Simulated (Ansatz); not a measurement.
Task: a relaxation of the ions of LaMg₃, space group Pm-3m, with the Ansatz DFT code, driven from Python. Give the script and its output. Use: r2SCAN, PAW, the default cutoff (500 eV here), 4×4×4 k-points, Methfessel-Paxton smearing of 0.05 eV.

```cif
data_structure
_symmetry_space_group_name_H-M 'P 1'
_symmetry_Int_Tables_number 1
_cell_length_a 4.8263
_cell_length_b 4.8263
_cell_length_c 4.8263
_cell_angle_alpha 90.000
_cell_angle_beta 90.000
_cell_angle_gamma 90.000
_cell_volume 112.42
loop_
_atom_site_label
_atom_site_type_symbol
_atom_site_fract_x
_atom_site_fract_y
_atom_site_fract_z
_atom_site_occupancy
La1 La 0.00000 0.00000 0.00000 1
Mg1 Mg 0.50000 0.50000 0.00000 1
Mg2 Mg 0.50000 0.00000 0.50000 1
Mg3 Mg 0.00000 0.50000 0.50000 1
```

The script, `relax.py`:
```python
"""Relax the ions of LaMg3 at fixed cell."""

import ansatz as az
from ase import Atoms
from ase.neighborlist import neighbor_list
import numpy as np

XC = "r2scan"
OCCUPATIONS = "methfessel_paxton"

xtal = (
    az.Lattice.cubic(4.826313)
    .space_group(221)
    .atom("La", (0.0, 0.0, 0.0))
    .atom("Mg", (0.5, 0.5, 0.0))
)

calc = (
    xtal.calculation()
    .kpoints(4)
    .functional(XC)
    .occupations(OCCUPATIONS, width=50 * az.meV)
    .relax(max_steps=60, random_displacement=True, displacement_amplitude=0.03, displacement_seed=858)
)
steps = []


def follow(event):
    if event["event"] != "relax_step":
        return
    row = event["data"]
    steps.append(row)
    print(f"step {row['step']:3d}  E = {row['lagrangian_ev']:.5f} eV  largest force component = {row['allowed_force_max_ev_ang']:.4f} eV/A")


result = calc.session().plan(threads=1).execute(on_event=follow)
rep = result.report

first, last = steps[0], steps[-1]
symbols = [site.symbol for site in result.lattice.sites]
print(f"energy gained {first['lagrangian_ev'] - last['lagrangian_ev']:.4f} eV in {len(steps) - 1} steps")

print("relaxed fractional positions")
for site in result.lattice.sites:
    print(f"  {site.symbol:2s}", " ".join(f"{v % 1:8.5f}" for v in np.round(site.position_frac, 5)))

final = Atoms(symbols, positions=last["positions_ang"], cell=result.lattice.cell_ang, pbc=True)
i, j, d = neighbor_list("ijd", final, 4.5)
print("neighbours within 1.15 times the shortest distance of each atom (A)")
for atom in range(len(final)):
    near = [m for m in np.argsort(d) if i[m] == atom]
    shell = [m for m in near if d[m] < 1.15 * d[near[0]]]
    print(f"{symbols[atom]}{atom} ({len(shell)}):", ", ".join(f"{symbols[j[m]]} {d[m]:.3f}" for m in shell))

print("atom   start x y z (A)              end x y z (A)")
for symbol, a, b in zip(symbols, first["positions_ang"], last["positions_ang"]):
    print(f"{symbol:3s}", " ".join(f"{v:8.4f}" for v in a), "  ", " ".join(f"{v:8.4f}" for v in b))

for key in ("converged", "n_iterations", "n_electrons", "n_kpoints", "n_pw", "n_symmetry_ops", "free_energy_ev", "fermi_energy_ev"):
    print(f"{key:18s} {rep[key]}")
```

Running `python relax.py` prints:
```text
DeckWarning: basis.ecutwfc = 500 eV, auto-derived from the records' recommended cutoffs: set by La (their level for a meta-GGA)
step   1  E = -12043.95109 eV  largest force component = 0.0812 eV/A
step   2  E = -12043.95295 eV  largest force component = 0.0577 eV/A
step   3  E = -12043.95364 eV  largest force component = 0.0008 eV/A
step   4  E = -12043.95364 eV  largest force component = 0.0008 eV/A
energy gained 0.0026 eV in 3 steps
relaxed fractional positions
  La  0.99724  0.99728  0.00227
  Mg  0.49725  0.49726  0.00240
  Mg  0.99731  0.49726  0.50228
  Mg  0.49719  0.99742  0.50222
neighbours within 1.15 times the shortest distance of each atom (A)
La0 (12): Mg 3.412, Mg 3.413, Mg 3.413, Mg 3.413, Mg 3.413, Mg 3.413, Mg 3.413, Mg 3.413, Mg 3.413, Mg 3.413, Mg 3.413, Mg 3.413
Mg1 (12): Mg 3.412, Mg 3.412, Mg 3.413, La 3.413, Mg 3.413, La 3.413, La 3.413, Mg 3.413, La 3.413, Mg 3.413, Mg 3.413, Mg 3.414
Mg2 (12): Mg 3.412, Mg 3.412, Mg 3.413, Mg 3.413, La 3.413, La 3.413, La 3.413, La 3.413, Mg 3.413, Mg 3.413, Mg 3.413, Mg 3.414
Mg3 (12): Mg 3.412, Mg 3.412, La 3.412, Mg 3.413, Mg 3.413, La 3.413, La 3.413, Mg 3.413, Mg 3.413, La 3.413, Mg 3.414, Mg 3.414
atom   start x y z (A)              end x y z (A)
La   -0.0222  -0.0201  -0.0022     -0.0133  -0.0131   0.0109
Mg    2.4201   2.3939   0.0219      2.3999   2.4000   0.0116
Mg   -0.0081   2.3977   2.4375     -0.0130   2.3999   2.4241
Mg    2.3833   0.0028   2.4133      2.3996  -0.0125   2.4239
converged          True
n_iterations       2
n_electrons        41.0
n_kpoints          36
n_pw               2897
n_symmetry_ops     1
free_energy_ev     -12043.953638401119
fermi_energy_ev    6.8114872058530604
```
(Warnings from the package without file and line.)

Notes:
- Absolute energies stand on the zero of these potentials, so only differences at equal settings mean something. A total without «per atom» is that of the cell as typed.
- The mesh is modest for a metal, so energies can be off by several to tens of meV an atom and pressures by half a GPa or more; differences at equal mesh fare better.
- An absolute Fermi energy rests on an arbitrary zero of the periodic potential and has no direct meaning.
- Energies along a relaxation are free energies. A last row that repeats the one before re-solves the same geometry more tightly.
- The first row is the displaced cell, and groups found at tight tolerances show what the force threshold leaves of the kick.
- This cell is a computed structure, which may not be the phase found in nature.
- Finished in 25 s on 1 thread of AMD EPYC 9R45 96-Core Processor (Zen 5) (shared host), peak memory 0.7 GiB.
